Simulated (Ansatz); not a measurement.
# Cl2H2Sn: vertical and adiabatic energies of changing the electron count in Python

A script is to give vertical and adiabatic energies of changing the electron count; the system is Cl2H2Sn.

Computed with the Python package of Ansatz 0.2.0. Level of theory: B3LYP+D4/def2-SVP.

**1. The structure**

Bond lengths: Cl1–Sn2 2.322 Å, Sn2–Cl3 2.372 Å, Sn2–H4 1.764 Å, Sn2–H5 1.743 Å. Angles: Cl1–Sn2–Cl3 110.3°, Cl1–Sn2–H4 110.7°, Cl1–Sn2–H5 109.6°, Cl3–Sn2–H4 109.5°, Cl3–Sn2–H5 109.7°, H4–Sn2–H5 107.0°.

The script holds or builds the structure itself.

**2. Script**

adiabatic_cl2h2sn.py

```python
"""How Cl2H2Sn relaxes after losing an electron."""

import itertools

import ansatz as az
from ase.data import atomic_numbers, covalent_radii
import numpy as np

GEOMETRY = """
Cl   -1.84640   -0.32750    1.25270
Sn    0.10940   -0.07100    0.02830
Cl   -0.26490    1.35420   -1.83100
H     0.69960   -1.63360   -0.53880
H     1.35220    0.60430    1.04740
"""

cl2h2sn = az.Crystal.molecule()
for line in GEOMETRY.strip().splitlines():
    symbol, *xyz = line.split()
    cl2h2sn = cl2h2sn.atom(symbol, [float(v) for v in xyz])

calculation = cl2h2sn.calculation()
calculation = calculation.basis(gaussian="def2-SVP")
calculation = calculation.functional("b3lyp", dispersion="d4")
symbols = [site.symbol for site in cl2h2sn.cartesian_sites]
start = np.array([site.position_ang for site in cl2h2sn.cartesian_sites], dtype=float)
data = calculation.relax(force_tolerance=0.01).run(threads=1).report
end = np.array(data["positions_ang"])

minimum = az.Crystal.molecule()
for symbol, place in zip(symbols, end):
    minimum = minimum.atom(symbol, place.tolist())
ion = (
    minimum.calculation()
    .basis(gaussian="def2-SVP")
    .functional("b3lyp", dispersion="d4")
    .charge(1)
    .spin("collinear", total=1)
)
vertical = ion.run(threads=1).report
settled = ion.relax(force_tolerance=0.01, max_steps=80).run(threads=1).report
print(f"vertical ionisation energy   {vertical['free_energy_ev'] - data['free_energy_ev']:.3f} eV")
print(f"adiabatic, no zero point     {settled['free_energy_ev'] - data['free_energy_ev']:.3f} eV")
print(f"relaxation energy of the ion {vertical['free_energy_ev'] - settled['free_energy_ev']:.3f} eV")
ionised = np.array(settled["positions_ang"])
# pairs closer than 1.2 times the sum of covalent radii, before or after
radius = [covalent_radii[atomic_numbers[s]] for s in symbols]
span = lambda where, i, j: np.linalg.norm(where[i] - where[j])
bonded = [(i, j) for i, j in itertools.combinations(range(len(symbols)), 2) if min(span(end, i, j), span(ionised, i, j)) < 1.2 * (radius[i] + radius[j])]
print("pair        before    after (A)")
for i, j in bonded:
    print(f"{symbols[i]}{i}-{symbols[j]}{j}".ljust(10), f"{span(end, i, j):8.4f} {span(ionised, i, j):8.4f}")
```

**3. What the engine is handed**

The engine receives this input (first run):

```yaml
crystal:
  periodic: [false, false, false]
  atoms:
    - { symbol: Cl, position_ang: [-1.8464, -0.3275, 1.2527] }
    - { symbol: Sn, position_ang: [0.1094, -0.071, 0.0283] }
    - { symbol: Cl, position_ang: [-0.2649, 1.3542, -1.831] }
    - { symbol: H, position_ang: [0.6996, -1.6336, -0.5388] }
    - { symbol: H, position_ang: [1.3522, 0.6043, 1.0474] }
basis:
  gaussian:
    orbitals: def2-SVP
hamiltonian:
  xc: b3lyp
  dispersion: d4
relax:
  f_tol: 0.01
```

**4. The run**

Run with:

```console
$ python adiabatic_cl2h2sn.py
```

Without the output at hand: what should come out? Wanted: vertical ionisation energy; adiabatic ionisation energy, no zero point.

The runs gave:

```
                                  quantity      value
                vertical ionisation energy  10.769 eV
adiabatic ionisation energy, no zero point  10.754 eV
                             runs compared          3
```

The ionisation energy is a difference of two total energies at the neutral geometry; letting the ion relax lowers it by 0.02 eV. Run 1: The relaxation took 3 moves; the largest shift is 0.101 Å, of atom 4 (H). Run 3: After 4 moves the largest shift is 0.071 Å. What to keep in mind:
- The energies are electronic: no zero-point or thermal terms, and the basis set is short of its limit. The product may relax into another structure.
- def2 sets replace the cores of elements past krypton by effective core potentials.
- b3lyp holds the VWN-RPA fit, as in Gaussian; the form of ORCA and Turbomole is b3lyp5.
